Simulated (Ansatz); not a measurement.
This script makes a formation energy from the elements of SrIrO3 and its elements with the Python package of Ansatz (0.2.0).

`formation.py`
```python
"""Heat of formation of SrIrO3 at zero temperature, after relaxing atoms and volume at fixed cell shape."""

from collections import Counter
import logging
import sys

import ansatz as az
import numpy as np

logging.basicConfig(stream=sys.stdout, format="%(name)s: %(message)s")
log = logging.getLogger("sriro3")
log.setLevel(logging.INFO)

PHASES = {
    "SrIrO3": (
        [(3.998048, 0.0, 0.0), (0.0, 3.998048, 0.0), (0.0, 0.0, 3.998048)],
        [
            ("Sr", (0.0, 0.0, 0.0)),
            ("Ir", (0.5, 0.5, 0.5)),
            ("O", (0.5, 0.5, 0.0)),
            ("O", (0.5, 0.0, 0.5)),
            ("O", (0.0, 0.5, 0.5)),
        ],
    ),
    "Sr": (
        [(0.0, 3.04235, 3.04235), (3.04235, 0.0, 3.04235), (3.04235, 3.04235, 0.0)],
        [
            ("Sr", (0.0, 0.0, 0.0)),
        ],
    ),
    "Ir": (
        [(0.0, 1.9156, 1.9156), (1.9156, 0.0, 1.9156), (1.9156, 1.9156, 0.0)],
        [
            ("Ir", (0.0, 0.0, 0.0)),
        ],
    ),
    "O2": (
        [(9.0, 0.0, 0.0), (0.0, 9.5, 0.0), (0.0, 0.0, 10.0)],
        [
            ("O", (0.5, 0.5, 0.4385)),
            ("O", (0.5, 0.5, 0.5615)),
        ],
    ),
}
MOMENTS = {"Ir": 0.5}  # parallel starting moments in muB


def build(vectors, sites):
    crystal = az.Crystal(lattice=az.Lattice.of(vectors))
    for symbol, position in sites:
        crystal = crystal.atom(symbol, position)
    return crystal

POLARISED = {"SrIrO3", "O2"}

GASES = {"O2"}


def ground_state(name, crystal):
    calc = (
        crystal.calculation()
        .functional("lda")
        .basis(520)
        .kpoints(spacing=0.27)
        .occupations("cold", width=0.05)
        .stress()
    )
    if name in POLARISED:
        calc = calc.spin("collinear")
    if name in GASES:
        return calc.kpoints(1, 1, 1).relax(force_tolerance=0.03).run(threads=1)
    calc = calc.relax(force_tolerance=0.03, fix_cell=["shape"])
    return calc.run(threads=1)


def counts(outcome):
    return Counter(site.symbol for site in outcome.lattice.sites)

def formation_energy(outcome, mu):
    n = counts(outcome)
    return (outcome.report["energy_sigma0_ev"] - sum(k * mu[element] for element, k in n.items())) / sum(n.values())


def volume_per_atom(outcome):
    return abs(np.linalg.det(outcome.lattice.cell_ang)) / len(outcome.lattice.sites)


def main() -> None:
    phases = {name: build(*cell) for name, cell in PHASES.items()}
    for name in ["SrIrO3"]:
        phases[name] = phases[name].moments({e: m for e, m in MOMENTS.items() if e in phases[name].species()})
    phases["O2"] = phases["O2"].moments(O=1.0)

    done = {name: ground_state(name, crystal) for name, crystal in phases.items()}

    # energy of one atom in its reference phase
    references = {"Sr": "Sr", "Ir": "Ir", "O": "O2"}
    mu = {element: done[name].report["energy_sigma0_ev"] / len(done[name].lattice.sites) for element, name in references.items()}

    target = done["SrIrO3"]
    heat = formation_energy(target, mu)
    for element, value in mu.items():
        log.info(f"mu({element}) = {value:.4f} eV from {references[element]}, {volume_per_atom(done[references[element]]):.2f} A^3/atom")
    log.info(f"formation energy of SrIrO3: {heat:.4f} eV/atom = {96.4853 * heat:.1f} kJ/mol of atoms")
    # gas references are bare DFT energies, without zero-point or fitted corrections


if __name__ == "__main__":
    main()
```

Is SrIrO3 bound against its elements at this level, and by how much?

The formation energy is -1.857 eV an atom (-179.1 kJ per mole of atoms), so SrIrO3 lies below the reference phases.

The output:

```console
$ python formation.py
RunWarning: on these k-points the computed levels leave a gap of 0.1317 eV at the electron count, 2.6 widths of the cold smearing (0.0500 eV); against the step filling of these same bands (every [...]
DeckWarning: output.stress: scf.convergence.dr2_threshold = 1e-7 eV (the SCF's general default) is looser than the 2e-10 eV advised for a printed stress (1e-10 eV for each atom of the cell: 2). What [...]
sriro3: mu(Sr) = -3444.3194 eV from Sr, 48.25 A^3/atom
sriro3: mu(Ir) = -11663.3648 eV from Ir, 13.85 A^3/atom
sriro3: mu(O) = -552.3630 eV from O2, 427.50 A^3/atom
sriro3: formation energy of SrIrO3: -1.8565 eV/atom = -179.1 kJ/mol of atoms
```
(Warnings from the package without file and line, shortened, repeats left out.)

Reading the output:
- Total energies depend on the potentials; only differences at equal settings carry meaning.
- The magnetic order follows from the starting moments and needn't be the lowest.
- For the metals among these phases the mesh is modest: differences between phases can be off by up to 40 meV an atom.
- Atoms and volume are relaxed with the cell's shape held, which in cells of lower than cubic symmetry can hide stresses and shift volumes.
- Spin-orbit coupling, which matters for elements this heavy, is left out.
- The cells come from databases of deposited and of computed structures, and not all need be stable phases.
- The compound is the structure given, not necessarily its lowest; energies are at zero temperature, with no correction for gases. Magnetic phases start from parallel moments and may not end in their lowest magnetic state. A semilocal functional's error on such energies is often 0.05 to 0.1 eV an atom, and 0.1 to 0.3 eV against gases such as O2 or F2.
- Finished in 41 s on 1 thread of Arm Neoverse V2, with other jobs on the host, peak memory 0.79 GiB.

(Lines on the test bed's own set-up are left out of the output.)
